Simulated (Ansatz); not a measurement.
**C2H12GaNSi: small, medium and large basis sets**

How large a basis does C2H12GaNSi need? Two functionals are run in growing sets.

Computed with Ansatz 0.2.0, Gaussian basis. Level: one geometry, several basis sets.

Plan: PBE0-D4/def2-SVP; ωB97M-V/def2-SVP; PBE0-D4/def2-QZVPP; ωB97M-V/def2-QZVPP; the functionals' def2-TZVPP values are taken from earlier runs.

## 1. The relaxed structure

All runs share one geometry, relaxed beforehand with PBE0-D4 in a triple-zeta def2 set.

SMILES `[CH3][GaH-]([CH3])[NH2+][SiH3]`, 17 atoms, charge 0, spin multiplicity 1.

Atoms are counted from 1 here; the program's logs count them from 0.

Bond lengths: C1–Ga2 1.990 Å, C1–H6 1.094 Å, C1–H7 1.093 Å, C1–H8 1.094 Å, Ga2–C3 1.990 Å, Ga2–N4 2.221 Å, Ga2–H9 1.592 Å, C3–H10 1.094 Å, C3–H11 1.094 Å, C3–H12 1.093 Å, N4–Si5 1.772 Å, N4–H13 1.015 Å, N4–H14 1.015 Å, Si5–H15 1.487 Å, Si5–H16 1.478 Å, Si5–H17 1.478 Å. Angles: Ga2–C1–H6 112.4°, Ga2–C1–H7 112.5°, Ga2–C1–H8 109.5°, H6–C1–H7 108.2°, H6–C1–H8 106.8°, H7–C1–H8 107.2°, C1–Ga2–C3 118.9°, C1–Ga2–N4 100.2°, C1–Ga2–H9 117.5°, C3–Ga2–N4 100.2°, C3–Ga2–H9 117.5°, N4–Ga2–H9 94.4°, Ga2–C3–H10 112.4°, Ga2–C3–H11 109.5°, Ga2–C3–H12 112.5°, H10–C3–H11 106.8°, H10–C3–H12 108.2°, H11–C3–H12 107.2° and more.

## 2. PBE0-D4 in def2-SVP

The input, in.yaml:

```yaml
crystal:
  periodic: [false, false, false]
  atoms:
    - {symbol: C, position_ang: [-0.227457, 1.334392, 1.688286]}
    - {symbol: Ga, position_ang: [1.027807, 0.158515, 0.687269]}
    - {symbol: C, position_ang: [0.819397, -1.815136, 0.834495]}
    - {symbol: N, position_ang: [0.297648, 0.478799, -1.385685]}
    - {symbol: Si, position_ang: [-1.377255, -0.002835, -1.703504]}
    - {symbol: H, position_ang: [-0.294416, 2.336525, 1.254912]}
    - {symbol: H, position_ang: [-1.236805, 0.918460, 1.742529]}
    - {symbol: H, position_ang: [0.127813, 1.457058, 2.715697]}
    - {symbol: H, position_ang: [2.486845, 0.723491, 0.392151]}
    - {symbol: H, position_ang: [1.262244, -2.344989, -0.013835]}
    - {symbol: H, position_ang: [1.333093, -2.170384, 1.732691]}
    - {symbol: H, position_ang: [-0.226839, -2.120276, 0.918301]}
    - {symbol: H, position_ang: [0.470730, 1.467678, -1.533994]}
    - {symbol: H, position_ang: [0.978069, -0.026168, -1.944126]}
    - {symbol: H, position_ang: [-1.751592, 0.264109, -3.117308]}
    - {symbol: H, position_ang: [-2.236336, 0.792332, -0.800716]}
    - {symbol: H, position_ang: [-1.472046, -1.451872, -1.426761]}
basis:
  gaussian: {orbitals: def2-SVP}
hamiltonian: {xc: pbe0, dispersion: d4}
output: {orbitals: {seedname: orbitals}}
```

Launch:

```console
$ ansatz run in.yaml --threads 8 --pin off --events-out ev --progress --plain --max-ram 20889MiB
```

What it wrote:

```text
Functional definition: PBE0
  name "PBE0"
  cite "Adamo & Barone, J. Chem. Phys. 110, 6158 (1999) doi:10.1063/1.478522"
  cite "Perdew, Burke & Ernzerhof, Phys. Rev. Lett. 77, 3865 (1996) doi:10.1103/PhysRevLett.77.3865"
  parent pbe
  parameter a = 0.25
  parameter kappa = 0.804
  parameter beta = 0.06672455060314922
  exchange = (1 - a)*pbe_x(kappa = kappa, mu = beta*pi^2/3) + a*exact_x
  correlation = pbe_c(beta = beta)
1769 factors; their error is unknown
mean field evaluation 1: about -63977.0778 eV, gradient 7.4e1 eV
mean field evaluation 2: about -63970.5482 eV, gradient 8.9e1 eV
mean field evaluation 4: about -63989.2157 eV, gradient 3.9e0 eV
mean field evaluation 8: about -63989.2500 eV, gradient 5.1e-2 eV
mean field evaluation 16: about -63989.4594 eV, gradient 4.8e-5 eV
mean field -63989.45940710 eV, -2351.5692595977 hartree, gradient 4.8e-5 eV, S^2 0.000000; 0 other end points of the search recorded, 0 dependent functions left out
reference -63989.45944178 eV, -2351.5692608720 hartree; 38, 38 occupied and 114, 114 virtual orbitals, 1769 factors
Total energy: -63989.80923839 eV, -2351.5821156604 hartree
```

Wall time 2.9 s (8 threads of Intel Xeon at 2.50GHz, shared host); peak memory 0.52 GiB.

## 3. ωB97M-V in def2-SVP

Changes to in.yaml since step 2:

```diff
@@ -22,3 +22,3 @@
   gaussian: {orbitals: def2-SVP}
-hamiltonian: {xc: pbe0, dispersion: d4}
+hamiltonian: {xc: {name: wB97M-V}}
 output: {orbitals: {seedname: orbitals}}
```

The command is unchanged.

What it wrote, shortened:

```text
Functional definition: wB97M-V
  name "wB97M-V"
  cite "Mardirossian & Head-Gordon, J. Chem. Phys. 144, 214110 (2016) doi:10.1063/1.4952647"
  cite "Becke, J. Chem. Phys. 107, 8554 (1997) doi:10.1063/1.475007"
  cite "Vydrov & Van Voorhis, J. Chem. Phys. 133, 244103 (2010) doi:10.1063/1.3521275"
  # Of w^i u^j: cxij and so on, Table III.
[...]
  gx(w, u) = 1 - cx + cx01*u + cx10*w
  gss(w, u) = css00 + css04*u^4 + css10*w + css20*w^2 + css43*w^4*u^3
  gos(w, u) = cos00 + cos10*w + (cos20 + cos21*u)*w^2 + (cos60 + cos61*u)*w^6
[...]
      + integral(e_c_pw_mod_opposite_spin*gos(b97_w_opposite, b97_u_opposite)) + vv10(b, c)
1762 factors; their error is unknown
482 factors; integrals over basis functions are off by at most 7.0e-6 eV
[...]
mean field -63998.21394356 eV, -2351.8909828784 hartree, gradient 2.0e-5 eV, S^2 0.000000; 0 other end points of the search recorded, 0 dependent functions left out
reference -63998.21399948 eV, -2351.8909849333 hartree; 38, 38 occupied and 114, 114 virtual orbitals, 1762 factors
Total energy: -63998.21399948 eV, -2351.8909849333 hartree
```

It took 7.5 s on 8 threads of Intel Xeon at 2.50GHz, shared host; peak memory 0.7 GiB.

## 4. PBE0-D4 in def2-QZVPP

Changes to in.yaml since step 3:

```diff
@@ -21,4 +21,4 @@
 basis:
-  gaussian: {orbitals: def2-SVP}
-hamiltonian: {xc: {name: wB97M-V}}
+  gaussian: {orbitals: "def2-QZVPP.json"}
+hamiltonian: {xc: pbe0, dispersion: d4}
 output: {orbitals: {seedname: orbitals}}
```

Launched as before.

What it wrote:

```text
Functional definition: PBE0
  name "PBE0"
  cite "Adamo & Barone, J. Chem. Phys. 110, 6158 (1999) doi:10.1063/1.478522"
  cite "Perdew, Burke & Ernzerhof, Phys. Rev. Lett. 77, 3865 (1996) doi:10.1103/PhysRevLett.77.3865"
  parent pbe
  parameter a = 0.25
  parameter kappa = 0.804
  parameter beta = 0.06672455060314922
  exchange = (1 - a)*pbe_x(kappa = kappa, mu = beta*pi^2/3) + a*exact_x
  correlation = pbe_c(beta = beta)
2246 factors; their error is unknown
mean field evaluation 1: about -63987.5058 eV, gradient 9.3e1 eV
mean field evaluation 2: about -63975.0664 eV, gradient 1.1e2 eV
mean field evaluation 4: about -64004.7136 eV, gradient 6.1e0 eV
mean field evaluation 8: about -64004.7907 eV, gradient 1.0e-1 eV
mean field evaluation 16: about -64004.9444 eV, gradient 1.3e-4 eV
mean field -64004.94440617 eV, -2352.1383228174 hartree, gradient 2.2e-5 eV, S^2 0.000000; 0 other end points of the search recorded, 0 dependent functions left out
reference -64004.94445816 eV, -2352.1383247279 hartree; 38, 38 occupied and 652, 652 virtual orbitals, 2246 factors
Total energy: -64005.29425477 eV, -2352.1511795162 hartree
```

Run time: 25 s. Hardware: 8 threads of Intel Xeon at 2.50GHz, shared host; peak memory 4.2 GiB.

## 5. ωB97M-V in def2-QZVPP

Changes to in.yaml since step 4:

```diff
@@ -22,3 +22,3 @@
   gaussian: {orbitals: "def2-QZVPP.json"}
-hamiltonian: {xc: pbe0, dispersion: d4}
+hamiltonian: {xc: {name: wB97M-V}}
 output: {orbitals: {seedname: orbitals}}
```

Launched as before.

What it wrote, shortened:

```text
Functional definition: wB97M-V
  name "wB97M-V"
  cite "Mardirossian & Head-Gordon, J. Chem. Phys. 144, 214110 (2016) doi:10.1063/1.4952647"
  cite "Becke, J. Chem. Phys. 107, 8554 (1997) doi:10.1063/1.475007"
  cite "Vydrov & Van Voorhis, J. Chem. Phys. 133, 244103 (2010) doi:10.1063/1.3521275"
  # Of w^i u^j: cxij and so on, Table III.
[...]
  gx(w, u) = 1 - cx + cx01*u + cx10*w
  gss(w, u) = css00 + css04*u^4 + css10*w + css20*w^2 + css43*w^4*u^3
  gos(w, u) = cos00 + cos10*w + (cos20 + cos21*u)*w^2 + (cos60 + cos61*u)*w^6
[...]
      + integral(e_c_pw_mod_opposite_spin*gos(b97_w_opposite, b97_u_opposite)) + vv10(b, c)
2221 factors; their error is unknown
576 factors; integrals over basis functions are off by at most 7.9e-6 eV
[...]
mean field -64013.91061390 eV, -2352.4678248739 hartree, gradient 2.7e-5 eV, S^2 0.000000; 0 other end points of the search recorded, 0 dependent functions left out
reference -64013.91069828 eV, -2352.4678279746 hartree; 38, 38 occupied and 652, 652 virtual orbitals, 2221 factors
Total energy: -64013.91069828 eV, -2352.4678279746 hartree
```

Run time: 47 s. Hardware: 8 threads of Intel Xeon at 2.50GHz, shared host; peak memory 5 GiB.

## 6. Density functionals: the series

The def2-TZVPP values come from earlier runs at the same geometry.

```tsv
functional	basis	functions	energy (eV)	from the largest (eV)	HOMO (eV)	LUMO (eV)
PBE0-D4	def2-SVP	152	-63989.8092	15.485	-6.88	-0.02
PBE0-D4	def2-TZVPP	351	-64003.6135	1.681	-6.97	-0.47
PBE0-D4	def2-QZVPP	690	-64005.2943	0.000	-6.98	-0.63
ωB97M-V	def2-SVP	152	-63998.2140	15.697	-9.12	1.75
ωB97M-V	def2-TZVPP	351	-64012.2921	1.619	-9.21	1.09
ωB97M-V	def2-QZVPP	690	-64013.9107	0.000	-9.22	0.74
```

## 7. Outcome

| quantity | value |
| --- | --- |
| PBE0-D4: double and triple zeta above quadruple | 15.49, 1.68 eV |
| ωB97M-V: double and triple zeta above quadruple | 15.70, 1.62 eV |

What this shows: PBE0-D4 gains 13.80 eV from double to triple zeta, then 1.68 eV more. Total energies overstate the basis error of differences, where much of it tends to cancel. The LUMO of ωB97M-V is positive and keeps falling with the basis (1.75 to 0.74 eV): an unbound level that the basis holds in place.

For PBE0-D4 the largest set took about 9 times as long as the smallest (25 s against 2.9 s).
